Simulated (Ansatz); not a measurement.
# Ge2Sb2Te5 (Cm) in Ansatz: relaxation of cell and atoms with PBE

Aim: the relaxation of cell and atoms of Ge2Sb2Te5 with PBE.

All numbers are computed with Ansatz 0.2.0; they aren't measurements. Logs are shortened: lines on timing, memory, paths and dates and some standing lists are left out, and cuts for length are marked.

## (1) Starting point

It takes space group Cm (No. 8, monoclinic). The conventional cell has a = 13.678 Å, b = 6.132 Å, c = 9.672 Å, α = 90.00°, β = 134.93°, γ = 90.00°. Te (site symmetry m) is surrounded by 2 Ge at 2.85 to 3.19 Å and 3 Sb at 3.07 to 3.14 Å. Te (site symmetry m) is surrounded by 2 Sb at 2.95 to 3.20 Å and 3 Ge at 3.07 to 3.08 Å. Te (site symmetry m) is surrounded by 3 Ge at 2.82 to 3.07 Å and 2 Sb at 3.14 to 3.19 Å. Around Te (site symmetry m) lie 2 Ge at 2.95 to 3.00 Å and 2 Sb at 3.02 to 3.06 Å. Te (site symmetry m) is surrounded by 3 Sb at 2.98 to 3.07 Å and 2 Ge at 3.05 to 3.20 Å. Around Sb (site symmetry m) lie 6 Te at 2.95 to 3.19 Å. Around Sb (site symmetry m) lie 6 Te at 2.98 to 3.20 Å. Ge (site symmetry m) has 6 Te at 2.82 to 3.19 Å as nearest neighbours.

The cell comes from a database or a generator and needn't be the stable form of this composition.

## (2) Relaxation of cell and atoms, PBE, target pressure 30 GPa, at which the enthalpy is minimised

The input, input.yaml:

```yaml
crystal:
  lattice:
    - [6.839136, -3.066006, 0.0]
    - [6.839136, 3.066006, 0.0]
    - [-6.830977, 0.0, 6.847609]
  atoms:
    - { symbol: Te, position: [0.594702, 0.594702, 0.386433] }
    - { symbol: Te, position: [0.795288, 0.795288, 0.196112] }
    - { symbol: Te, position: [0.008324, 0.008324, 0.006435] }
    - { symbol: Te, position: [0.206519, 0.206519, 0.809803] }
    - { symbol: Te, position: [0.399959, 0.399959, 0.597118] }
    - { symbol: Sb, position: [0.901708, 0.901708, 0.587873] }
    - { symbol: Sb, position: [0.11187, 0.11187, 0.417352] }
    - { symbol: Ge, position: [0.284287, 0.284287, 0.18783] }
    - { symbol: Ge, position: [0.497343, 0.497343, 0.011044] }
hamiltonian:
  xc: pbe
  pseudopotentials: { kind: paw }
kpoints:
  mp_grid: { grid: [4, 4, 3] }
scf:
  occupations: { method: fermi_dirac, width: 0.05 }
output:
  forces: true
  stress: true
  eigenvalues: true
relax:
  f_tol: 0.01
  max_steps: 40
  cell: { stress_tol: 0.05, p_target: 30.0 }
```

Potentials or basis: Ansatz PAW.

Command:

```
> ansatz run input.yaml --threads 4 --pin off --max-ram 11264MiB --backend cpu --events-out ev --progress --plain --runs-dir out
```

Log:

```text
Warning: RAYON_NUM_THREADS=4 ignored (pool sized by the plan → 4); use --threads N
Engine: ansatz 0.2.0, aarch64-unknown-linux-gnu
Pseudopotentials: kind: paw
Pseudopotential: Te, paw, valence charge 16, recommended cutoff 420 eV (normal), Te.paw.azcp
Pseudopotential: Sb, paw, valence charge 15, recommended cutoff 420 eV (normal), Sb.paw.azcp
Pseudopotential: Ge, paw, valence charge 14, recommended cutoff 420 eV (normal), Ge.paw.azcp
Functional definition: PBE
  parameter kappa = 0.804
  parameter beta = 0.06672455060314922
  exchange = pbe_x(kappa = kappa, mu = beta*pi^2/3)
  correlation = pbe_c(beta = beta)
Crystal: 9 atoms, lattice volume = 287.173 Å³
Basis set: ecut = 420 eV, 5631 PW (Γ), exchange–correlation on 108×108×144 points (8 copies of the dense FFT grid, shifted against one another)
Bands: 83, of which v1, the nominal top of the filled ones, is band 69 counted from 1 (68 counted from 0)
Symmetry: 2 space group operations
Space group: Cm (ITA 8), of the structure as read, at distance tolerance 6.6e-5 Å
k-points: 17 of 48 (time reversal used)
Non-local potential: Te, projectors of the file, l = 0: 2, l = 1: 2, l = 2: 2, l = 3: 2
Non-local potential: Sb, projectors of the file, l = 0: 2, l = 1: 2, l = 2: 2, l = 3: 2
Non-local potential: Ge, projectors of the file, l = 0: 2, l = 1: 2, l = 2: 3, l = 3: 1
PAW form: soft (Blöchl's): semilocal exchange-correlation on the pseudo side does not see the compensation charge
PAW one-centre angular grid: Te, 590 points (default); XC on 64 Gauss nodes
PAW one-centre angular grid: Sb, 590 points (default); XC on 64 Gauss nodes
PAW one-centre angular grid: Ge, 590 points (default); XC on 64 Gauss nodes
Initial density: superposition of atomic densities (neutral atoms: chi_scale 0, normalization atom), corrected by the library's trained network
Initial wavefunctions: pseudopotential atomic-orbital guess
Functional: x = pbe(κ = 0.804, μ = 0.2195149727645171), c = pbe(β = 0.06672455060314922)
SCF iter   1: F=—  HF=-56459.302048 eV  |F-HF|=—  |Δ(HF+E_count)|=         —  Δρ=1.68e-3  dr2=2.15e-2  ethr=1.77e-3  ⟨swp⟩=6.3  Hψ=5347  notcnv=0  defer=17
preconditioner: auto → Kerker (q_TF=auto, 2.415 Å⁻¹)  [metal: Δε(μ)=0.090 eV  Ē_g=8.195 eV  σ=0.050 eV  W_gap=0.42  n_scr=62 (ndim 8)  ℏωp=15.2 eV  f_vac=0.052  D(μ)=1.07/eV (n_scr^D=0)]
SCF iter   2: F=—  HF=-56459.294984 eV  |F-HF|=—  |Δ(HF+E_count)|=   7.06e-3  Δρ=9.90e-4  dr2=7.53e-3  ethr=1.56e-5  ⟨swp⟩=2.5  Hψ=2623  notcnv=0  defer=49
SCF iter   3: F=—  HF=-56459.294233 eV  |F-HF|=—  |Δ(HF+E_count)|=   7.51e-4  Δρ=3.49e-4  dr2=4.73e-4  ethr=5.46e-6  ⟨swp⟩=3.0  Hψ=2507  notcnv=0  defer=49
SCF iter   4: F=—  HF=-56459.294036 eV  |F-HF|=—  |Δ(HF+E_count)|=   1.97e-4  Δρ=1.63e-4  dr2=1.26e-4  ethr=3.43e-7  ⟨swp⟩=2.0  Hψ=2063  notcnv=0  defer=49
SCF iter   5: F=—  HF=-56459.294030 eV  |F-HF|=—  |Δ(HF+E_count)|=   6.46e-6  Δρ=7.33e-5  dr2=3.00e-5  ethr=9.15e-8  ⟨swp⟩=2.0  Hψ=2495  notcnv=0  defer=49
SCF iter   6: F=—  HF=-56459.294094 eV  |F-HF|=—  |Δ(HF+E_count)|=   6.42e-5  Δρ=3.98e-5  dr2=1.01e-5  ethr=2.18e-8  ⟨swp⟩=2.0  Hψ=1899  notcnv=0  defer=49
SCF iter   7: F=—  HF=-56459.294095 eV  |F-HF|=—  |Δ(HF+E_count)|=   8.86e-7  Δρ=1.37e-5  dr2=2.48e-6  ethr=7.29e-9  ⟨swp⟩=2.0  Hψ=1900  notcnv=0  defer=49
SCF iter   8: F=—  HF=-56459.294096 eV  |F-HF|=—  |Δ(HF+E_count)|=   1.06e-6  Δρ=7.45e-6  dr2=5.06e-7  ethr=1.79e-9  ⟨swp⟩=2.0  Hψ=1664  notcnv=0  defer=49
SCF iter   9: F=-56459.294096 eV  HF=-56459.294096 eV  |F-HF|=7.05e-9  |Δ(HF+E_count)|=   2.63e-7  Δρ=3.36e-6  dr2=7.13e-8  ethr=7.25e-11  ⟨swp⟩=9.9  Hψ=6979  notcnv=0
SCF 1 converged in 9 iterations: F = -56459.294096 eV  dr2 = 7.13e-8
[... 307 lines left out ...]
SCF iter   2: F=—  HF=-56452.346003 eV  |F-HF|=—  |Δ(HF+E_count)|=   3.06e-5  Δρ=1.42e-4  dr2=9.65e-6  ethr=9.30e-9  ⟨swp⟩=2.0  Hψ=2591  notcnv=0
SCF iter   3: F=—  HF=-56452.345989 eV  |F-HF|=—  |Δ(HF+E_count)|=   1.43e-5  Δρ=4.60e-5  dr2=1.31e-6  ethr=6.99e-9  ⟨swp⟩=2.1  Hψ=2038  notcnv=0
SCF iter   4: F=—  HF=-56452.345990 eV  |F-HF|=—  |Δ(HF+E_count)|=   4.57e-7  Δρ=9.66e-6  dr2=1.30e-7  ethr=9.53e-10  ⟨swp⟩=2.0  Hψ=1993  notcnv=0
SCF iter   5: F=—  HF=-56452.345990 eV  |F-HF|=—  |Δ(HF+E_count)|=   3.68e-8  Δρ=2.36e-6  dr2=5.72e-9  ethr=9.42e-11  ⟨swp⟩=2.0  Hψ=1993  notcnv=0
SCF iter   6: F=—  HF=-56452.345990 eV  |F-HF|=—  |Δ(HF+E_count)|=   6.40e-9  Δρ=3.70e-7  dr2=2.62e-10  ethr=4.14e-12  ⟨swp⟩=2.0  Hψ=1997  notcnv=0
SCF iter   7: F=-56452.345990 eV  HF=-56452.345990 eV  |F-HF|=4.37e-11  |Δ(HF+E_count)|=    0.00e0  Δρ=7.07e-8  dr2=1.95e-11  ethr=1.00e-12  ⟨swp⟩=4.6  Hψ=4566  notcnv=0
SCF 26 converged in 7 iterations: F = -56452.345990 eV  dr2 = 1.95e-11
relax step  26: F+E_penalty+E_count = -56452.34598953 eV  Δ(F+E_penalty+E_count) = +1.276e-2 eV  max|allowed force component| = 4.359e-3 eV/Å  Δτ_max = 0.0000 Å  P = +29.994 GPa  Ω = 184.985 Å³  stress off target by 2.70e-2 GPa  SCF on the basis re-selected at this cell (its energy is not comparable with the rows above)  (7 SCF iters)
basis re-selected at this cell: Δ(F+E_penalty+E_count) = +1.276e-2 eV, ΔP = -0.020 GPa vs the last step (what re-selecting the basis moved, of the pressure what is left beyond the Pulay correction that the steps carried, after the strain that the cell walked since its last selection, with what the two solves' SCF thresholds leave and, on support functions, any second-order correction that the steps lacked; it is no measure of the basis error at this ecutwfc). The dense FFT grid was sized anew with the basis: this SCF ran on 45×45×60 points, the steps before it on 54×54×72, so part of this shift can come from that change (see relax.cell in the input reference). This SCF's stress stands 2.70e-2 GPa from its target on what of the cell is left free (relax.cell.stress_tol is 5.00e-2 GPa) and its largest allowed force component is 4.36e-3 eV/Å (relax.f_tol is 1.00e-2 eV/Å): within both
SCF converged after 7 iterations
Free energy (F): -56452.345990 eV
Harris-Foulkes:  -56452.345990 eV  (|F-HF|=4.37e-11)
Internal energy: -56452.310753 eV  (E = F + TS)
E sigma→0 (E₀):  -56452.328371 eV
Entropy (-TS):   -0.035236 eV (-3.915 meV/atom)
Fermi energy:    15.767914 eV
--- Per-component energies (eV) ---
  E_band       = -1105.910321
  E_kinetic    = 1579.365622
  E_local      = -10655.651375  (includes V_loc(G=0)·N_el)
  E_nonlocal   = 6.983764
  E_hartree    = 6165.921733
  E_xc         = -1070.399866
  E_vxc        = -870.363726  (∫ρ·V_xc dr)
  E_paw        = -36494.211401  (= ΣΔE_a)
  E_vpaw       = -3498.087819  (= ΣTr[D̂ρ^β])
  E_aug_tail   = -0.000341  (compensation charges beyond the density's cutoff)
  E_ewald      = -15984.318890
  E_smearing   = -0.035236  (= −TS)
  E_closure    = -0.000000  (closes the sum)
  Σ components = -56452.345990   (vs F -56452.345990, Δ=0.00e0)
--- Forces (eV/Å), atoms counted from 1 ---
  atom   1  Te     0.00029470     0.00000000     0.00403421
  atom   2  Te     0.00393452     0.00000000     0.00166988
  atom   3  Te    -0.00258211     0.00000000    -0.00362669
  atom   4  Te    -0.00208970     0.00000000    -0.00229476
  atom   5  Te     0.00435894     0.00000000     0.00330164
  atom   6  Sb    -0.00019199     0.00000000    -0.00077511
  atom   7  Sb    -0.00383579     0.00000000    -0.00155110
  atom   8  Ge    -0.00101700     0.00000000    -0.00224938
  atom   9  Ge     0.00112881     0.00000000     0.00149088
  max |Σ_I F_I| component: 4.29e-7 eV/Å
--- Stress (GPa, compression-positive) ---
       30.015457       0.000000      -0.012428
        0.000000      29.972978       0.000000
       -0.012428       0.000000      29.993439
  P = ⅓ Tr σ = 29.9940 GPa (299.940 kbar)
--- Band table (eV; the first three rows and the last of 17) ---
  k-point 0: bands = ["-22.1474", "-22.1093", "-22.0786", "-22.0697", "-22.0653", "-22.0640", "-22.0526", "-22.0301", "-22.0255", "-22.0126", "-21.9081", "-21.9001", "-21.8874", "-21.8515", "-21.8434", "-21.8255", "-21.8220", "-21.8074", "-21.8016", "-21.7991", "-21.7895", "-21.7860", "-21.7841", "-21.7748", "-21.7726", "-13.8812", "-13.8454", "-13.8305", "-13.7945", "-13.7866", "-13.7061", "-13.6906", "-13.6624", "-13.6571", "-13.6471", "-9.1312", "-9.1204", "-9.1198", "-9.1158", "-9.1134", "-9.1078", "-9.0942", "-9.0920", "-9.0827", "-9.0712", "-0.2807", "2.7324", "3.3179", "3.9325", "4.2224", "5.4405", "6.1911", "7.2065", "7.6557", "9.3945", "9.6424", "9.6791", "9.8013", "9.8808", "9.9915", "10.3162", "10.4884", "14.5311", "14.6145", "14.8492", "14.9864", "15.2766", "15.3295", "15.6362", "16.1607", "16.2837", "16.3734", "17.6111", "17.9975", "18.1037", "18.1185", "20.3850", "20.5383", "20.6495", "20.7279", "20.8766", "21.0293", "21.3689"]
  k-point 1: bands = ["-22.1468", "-22.1094", "-22.0787", "-22.0698", "-22.0651", "-22.0642", "-22.0531", "-22.0300", "-22.0254", "-22.0127", "-21.9082", "-21.9001", "-21.8871", "-21.8515", "-21.8434", "-21.8256", "-21.8221", "-21.8075", "-21.8018", "-21.7995", "-21.7890", "-21.7859", "-21.7841", "-21.7749", "-21.7723", "-13.8811", "-13.8454", "-13.8305", "-13.7945", "-13.7866", "-13.7062", "-13.6906", "-13.6624", "-13.6572", "-13.6471", "-9.1312", "-9.1204", "-9.1197", "-9.1158", "-9.1134", "-9.1078", "-9.0942", "-9.0920", "-9.0826", "-9.0711", "0.1378", "1.3816", "3.4972", "4.1818", "4.7605", "5.0961", "6.7947", "7.0612", "8.0043", "8.7968", "9.1317", "9.2121", "10.0307", "10.9077", "11.2859", "11.8315", "11.9807", "12.1507", "12.3224", "12.9287", "14.3145", "14.7416", "14.9021", "15.6236", "15.9779", "16.8541", "17.3510", "17.6841", "18.3684", "18.4196", "18.9404", "19.1302", "19.5836", "19.6976", "20.5201", "21.0003", "21.0632", "21.2564"]
  k-point 2: bands = ["-22.1479", "-22.1092", "-22.0788", "-22.0711", "-22.0651", "-22.0641", "-22.0531", "-22.0303", "-22.0255", "-22.0124", "-21.9083", "-21.9002", "-21.8873", "-21.8502", "-21.8430", "-21.8245", "-21.8215", "-21.8082", "-21.8018", "-21.7979", "-21.7886", "-21.7878", "-21.7842", "-21.7742", "-21.7727", "-13.8899", "-13.8482", "-13.8329", "-13.7943", "-13.7858", "-13.7115", "-13.6910", "-13.6641", "-13.6486", "-13.6338", "-9.1311", "-9.1221", "-9.1189", "-9.1142", "-9.1105", "-9.1077", "-9.0976", "-9.0913", "-9.0817", "-9.0719", "0.1986", "2.7460", "3.0906", "3.6747", "4.3084", "5.0088", "5.8029", "6.2132", "6.4805", "8.3893", "10.0543", "10.1952", "10.5965", "11.6081", "11.9009", "12.1859", "12.3444", "12.6438", "13.6829", "13.8081", "14.0231", "14.3701", "14.5987", "15.1236", "15.4590", "17.0946", "17.3191", "17.7013", "18.2505", "18.5468", "19.6130", "19.8118", "19.9477", "20.1635", "20.5275", "20.7175", "21.3844", "21.5961"]
  k-point 16: bands = ["-22.1468", "-22.1094", "-22.0789", "-22.0697", "-22.0652", "-22.0641", "-22.0528", "-22.0300", "-22.0254", "-22.0131", "-21.9079", "-21.9001", "-21.8872", "-21.8524", "-21.8446", "-21.8248", "-21.8220", "-21.8071", "-21.8007", "-21.7992", "-21.7893", "-21.7860", "-21.7841", "-21.7749", "-21.7725", "-13.8811", "-13.8453", "-13.8305", "-13.7944", "-13.7864", "-13.7063", "-13.6904", "-13.6624", "-13.6573", "-13.6471", "-9.1305", "-9.1217", "-9.1213", "-9.1173", "-9.1140", "-9.1066", "-9.0932", "-9.0902", "-9.0829", "-9.0706", "0.5873", "1.1188", "2.8952", "3.6653", "4.5225", "5.7209", "6.5675", "7.4257", "8.2401", "9.2116", "9.5052", "9.8162", "10.7033", "10.7838", "11.3818", "11.6437", "11.8122", "12.5610", "12.7888", "13.5299", "13.7956", "14.1442", "14.4186", "14.7051", "15.5487", "15.9852", "16.4477", "16.9857", "17.3747", "17.3794", "18.5896", "18.6736", "19.9956", "20.1737", "20.6186", "20.6874", "21.2758", "21.8789"]
--- Relaxed structure (25 steps of the walk, 23 accepted, 1 SCFs on fresh bases) ---
  F+E_penalty+E_count = -56452.34598953 eV   max|allowed force component| = 4.359e-3 eV/Å   (the final SCF, on the basis selected at the relaxed cell)
  cell:  # Å, volume = 184.9850 Å³
    - [5.956321020275564, -2.5143250516746978, 0.09230295805721844]
    - [5.956321020275564, 2.5143250516746978, 0.09230295805721844]
    - [-5.856797894909485, 0.0, 6.08523464567524]
  atoms:
    - { symbol: Te, position: [0.529714976448741, 0.529714976448741, 0.4118809029960589] }
    - { symbol: Te, position: [0.8490493583180223, 0.8490493583180223, 0.21270944407684006] }
    - { symbol: Te, position: [-0.10983156995068988, -0.10983156995068988, -0.08678611293571578] }
    - { symbol: Te, position: [0.20865761260952875, 0.20865761260952875, 0.7640995456289741] }
    - { symbol: Te, position: [0.5291617918155895, 0.5291617918155895, 0.7648833076765119] }
    - { symbol: Sb, position: [0.8603007588720921, 0.8603007588720921, 0.5529651369959762] }
    - { symbol: Sb, position: [0.1932795661033381, 0.1932795661033381, 0.40177991617166914] }
    - { symbol: Ge, position: [0.2105446119187736, 0.2105446119187736, 0.09225807516278473] }
    - { symbol: Ge, position: [0.529122893864605, 0.529122893864605, 0.08620978422690108] }
```

It took 4.6 min on 4 threads of Arm Neoverse V2, shared host; peak memory 1.1 GiB.

Results:

```yaml
Free_energy: -56452.3460 eV
Relaxed_volume: 20.55 Å³/atom
Relaxed_cell: a = 6.466 Å, b = 6.466 Å, c = 8.446 Å, α = 128.94°, β = 128.94°, γ = 45.77°
Space_group_after_relaxing_to_0.05_Å: Cm (No. 8)
Energy_change_on_relaxing_the_enthalpy_is_what_falls: +772.0 meV/atom
Ionic_steps: 24
Pressure_after_relaxing: 30.0 GPa
Largest_force_after_relaxing: 0.005 eV/Å
Band_gap_on_the_k_mesh: none (metal or under the smearing width)
```

Forces in eV/Å, atoms in the order of the input:
```
Te   0.000  0.000  0.004
Te   0.004  0.000  0.002
Te  -0.003  0.000 -0.004
Te  -0.002  0.000 -0.002
Te   0.004  0.000  0.003
Sb   0.000  0.000 -0.001
Sb  -0.004  0.000 -0.002
Ge  -0.001  0.000 -0.002
Ge   0.001  0.000  0.001
```

The path:
```csv
step,energy change (eV),largest force (eV/Å),volume (Å³)
1,0.0000,0.1584,287.17
2,0.9314,0.9438,247.30
3,3.9689,1.3524,212.09
4,5.4300,0.6967,199.68
5,5.9572,0.2976,195.18
6,6.0680,0.2298,194.10
7,6.2668,0.1600,192.75
8,6.6113,0.3894,190.21
9,6.8973,0.4757,187.64
10,7.0956,0.5259,185.69
11,7.2024,0.4765,185.03
12,6.8191,0.3946,186.49
13,6.8658,0.4337,186.02
14,7.0159,0.2504,184.90
15,7.0673,0.2584,184.43
16,6.9146,0.1084,185.14
17,6.9339,0.0537,185.01
18,6.9548,0.0646,184.90
19,6.9262,0.0384,185.04
20,6.9275,0.0447,185.03
21,6.9458,0.0146,184.93
22,6.9246,0.0136,185.04
23,6.9354,0.0051,184.98
24,6.9481,0.0055,184.98
```

Final structure:
```yaml
crystal:
  lattice:
    - [5.95632, -2.51433, 0.09230]
    - [5.95632, 2.51433, 0.09230]
    - [-5.85680, 0.00000, 6.08523]
  atoms:
    - { symbol: Te, position: [0.52971, 0.52971, 0.41188] }
    - { symbol: Te, position: [0.84905, 0.84905, 0.21271] }
    - { symbol: Te, position: [0.89017, 0.89017, 0.91321] }
    - { symbol: Te, position: [0.20866, 0.20866, 0.76410] }
    - { symbol: Te, position: [0.52916, 0.52916, 0.76488] }
    - { symbol: Sb, position: [0.86030, 0.86030, 0.55297] }
    - { symbol: Sb, position: [0.19328, 0.19328, 0.40178] }
    - { symbol: Ge, position: [0.21054, 0.21054, 0.09226] }
    - { symbol: Ge, position: [0.52912, 0.52912, 0.08621] }
```

Caveat: the volume moved by over 15 % at a fixed basis, so the end points are rough; the plane-wave basis is chosen anew once the cell has moved, so the energies of steps on either side of that aren't comparable. Spin-orbit coupling is left out, which matters for the levels of Sb, Te.
